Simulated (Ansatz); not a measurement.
Task: an all-electron equation of state of MgO, space group Fm-3m, with the Ansatz DFT code, driven from Python. Give the script and its output. Settings (first run): PBEsol, LAPW, the default cutoff (383 eV here), 8×8×8 k-points, fixed occupations.

```
Mg O
1.0
     0.00000    2.10850    2.10850
     2.10850    0.00000    2.10850
     2.10850    2.10850    0.00000
Mg O
1 1
Direct
  0.00000 0.00000 0.00000
  0.50000 0.50000 0.50000
```

The script, `mgo_eos_lapw.py`:
```python
import warnings

import ansatz as az
from ase.eos import EquationOfState
from ase.units import GPa
import numpy as np

VECTORS = np.array([
    [0.0, 2.1085, 2.1085],
    [2.1085, 0.0, 2.1085],
    [2.1085, 2.1085, 0.0],
])
SITES = [
    ('Mg', (0.0, 0.0, 0.0)),
    ('O', (0.5, 0.5, 0.5)),
]


def make_crystal(cell):
    crystal = az.Crystal(lattice=az.Lattice.of(cell))
    for symbol, position in SITES:
        crystal = crystal.atom(symbol, position)
    return crystal


def main() -> None:
    warnings.simplefilter('ignore', az.DeckWarning)

    volumes, energies = [], []
    for scale in np.linspace(0.94, 1.06, 5):
        cell = VECTORS * scale ** (1 / 3)
        setup = make_crystal(cell).calculation()
        setup = setup.functional('PBEsol')
        setup = setup.occupations('fixed')
        setup = setup.kpoints(8, 8, 8)
        setup = setup.pseudopotentials('all_electron', lapw=True)
        summary = setup.run(threads=1, backend='cpu').report
        volumes.append(abs(np.linalg.det(cell)) / len(SITES))
        energies.append(summary['free_energy_ev'] / len(SITES))
        print(f'{scale:.3f} {volumes[-1]:9.4f} A^3/atom {energies[-1]:16.5f} eV/atom  (estimated basis error {1000 * summary["lapw_basis_errors"]["total_ev_per_atom"]:.2f} meV/atom)')
    v0, e0, bulk = EquationOfState(volumes, energies, eos='birchmurnaghan').fit()
    print(f'V0 = {v0:.4f} A^3/atom, B0 = {bulk / GPa:.1f} GPa')


if __name__ == '__main__':
    main()
```

```console
$ python mgo_eos_lapw.py
0.940    8.8115 A^3/atom      -3742.19025 eV/atom  (estimated basis error 0.10 meV/atom)
0.970    9.0927 A^3/atom      -3742.20377 eV/atom  (estimated basis error 0.10 meV/atom)
1.000    9.3739 A^3/atom      -3742.20768 eV/atom  (estimated basis error 0.10 meV/atom)
1.030    9.6551 A^3/atom      -3742.20333 eV/atom  (estimated basis error 0.10 meV/atom)
1.060    9.9363 A^3/atom      -3742.19190 eV/atom  (estimated basis error 0.10 meV/atom)
V0 = 9.3593 A^3/atom, B0 = 157.3 GPa
```

A third-order Birch-Murnaghan fit through the 5 points has its minimum at 9.36 Å³ an atom, 0.2 % below the typed cell, with a bulk modulus of 157 GPa and dB/dP = 4.1. From that minimum the energy rises by 17.4 meV an atom on the compressed side and 15.8 meV on the expanded side.

All-electron totals depend on functional, relativistic treatment and basis; only differences at equal settings carry meaning. Of the deposited cell: the entry's cell lengths or inner coordinates differ somewhat from later room-temperature determinations. The starting cell is as deposited in a crystallographic database; the results hold for this polymorph, which needn't be the stable one. Finished in 19 s on 1 thread of Arm Neoverse V1 (shared host), peak memory 0.34 GiB.
